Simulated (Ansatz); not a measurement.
# GeH5SSi radical: a ladder of functionals and wavefunction methods

An exercise on one series of results from a longer session: the logs are not shown, and one member is left open.

Method: functionals in def2-TZVPP, the program's frozen cores in correlated methods; program: Ansatz 0.2.0, Gaussian basis.

Plan: LDA (SPW92), PBE-D4, revPBE-D4, BLYP-D4, r2SCAN-D4, B97M-V, PBE0-D4, B3LYP-D4, r2SCANh-D4, r2SCAN0-D4, HSE06-D4, BHLYP-D4, CAM-B3LYP-D4, LC-ωPBE, ωB97X-V, ωB97M-V, B2PLYP, PBE-QIDH; CCSD(T)/def2-SVP; CCSD(T)/def2-TZVPP; MP2/def2-QZVPP; extrapolation to the limit; RPA on PBE.

### Structure used throughout

The geometry comes from an earlier relaxation with PBE0-D4 in a triple-zeta def2 set; it is a stationary point, not always the lowest conformer.

8 atoms, charge 0, spin multiplicity 2.

Atoms are counted from 1 here; the program's logs count them from 0.

Bond lengths: Si1–S2 2.124 Å, Si1–H4 1.493 Å, Si1–H5 1.489 Å, S2–Ge3 2.231 Å, Ge3–H6 1.535 Å, Ge3–H7 1.533 Å, Ge3–H8 1.536 Å. Angles: S2–Si1–H4 111.2°, S2–Si1–H5 106.6°, H4–Si1–H5 110.5°, Si1–S2–Ge3 98.6°, S2–Ge3–H6 109.7°, S2–Ge3–H7 105.3°, S2–Ge3–H8 109.3°, H6–Ge3–H7 111.0°, H6–Ge3–H8 110.3°, H7–Ge3–H8 111.2°.

The first run:

in.yaml reads:

```yaml
crystal:
  periodic: [false, false, false]
  atoms:
    - {symbol: Si, position_ang: [-0.878028, 1.488249, -0.661991]}
    - {symbol: S, position_ang: [1.044624, 0.591073, -0.762468]}
    - {symbol: Ge, position_ang: [0.739675, -1.018409, 0.752530]}
    - {symbol: H, position_ang: [-1.958602, 0.475678, -0.855704]}
    - {symbol: H, position_ang: [-0.926320, 2.513676, -1.739977]}
    - {symbol: H, position_ang: [0.538864, -0.391747, 2.139255]}
    - {symbol: H, position_ang: [2.019515, -1.860524, 0.710061]}
    - {symbol: H, position_ang: [-0.487427, -1.855094, 0.362694]}
basis:
  gaussian: {orbitals: def2-TZVPP}
magnetization: {spin_polarized: true, initial_magnetization: 1}
hamiltonian: {xc: lda}
output: {orbitals: {seedname: orbitals}}
```

Among the steps run: LDA; PBE-D4 (GGA); revPBE-D4 (GGA); BLYP-D4 (GGA); r2SCAN-D4 (meta-GGA); B97M-V (meta-GGA); PBE0-D4 (hybrid); B3LYP-D4 (hybrid); r2SCANh-D4 (hybrid); r2SCAN0-D4 (hybrid); HSE06-D4 (hybrid); BHLYP-D4 (hybrid); CAM-B3LYP-D4 (range-separated); LC-ωPBE-D4 (range-separated; the results give it without D4); ωB97X-V (range-separated); ωB97M-V (range-separated); B2PLYP (double hybrid); PBE-QIDH (double hybrid).

One table of the session follows, with a row left open; its other results are not shown here.

It belongs to the step «Frontier levels by functional». 

```
  functional  HOMO (eV)  LUMO (eV)  gap (eV)
 LDA (SPW92)      -4.81      -3.79      1.02
      PBE-D4      -4.85      -3.39      1.46
   revPBE-D4      -4.84      -3.26      1.58
     BLYP-D4      -4.64      -3.40      1.24
   r2SCAN-D4      -5.19      -2.97      2.22
      B97M-V      -4.99      -3.55      1.44
     PBE0-D4      -5.95      -2.51      3.44
    B3LYP-D4      -5.67      -2.88      2.78
  r2SCANh-D4      -5.59      -2.67      2.91
  r2SCAN0-D4      -6.19      -2.24      3.95
    HSE06-D4      -5.55      -2.89      2.66
    BHLYP-D4          ?          ?         ?
CAM-B3LYP-D4      -7.12      -1.62      5.50
     LC-ωPBE      -8.54      -0.26      8.28
     ωB97X-V      -8.05      -0.79      7.27
     ωB97M-V      -7.70      -0.93      6.77
```

Estimate the missing values for BHLYP-D4.

Worked estimate for «HOMO (eV)». Against the share of exact exchange, BLYP-D4 (0, -4.64), B3LYP-D4 (0.2, -5.67) give a slope of -5.15 per unit share; at 0.5 the line stands at -7.21.

As computed: HOMO (eV): -6.85; LUMO (eV): -1.73; gap (eV): 5.13. In «HOMO (eV)» the line misses by -0.36.
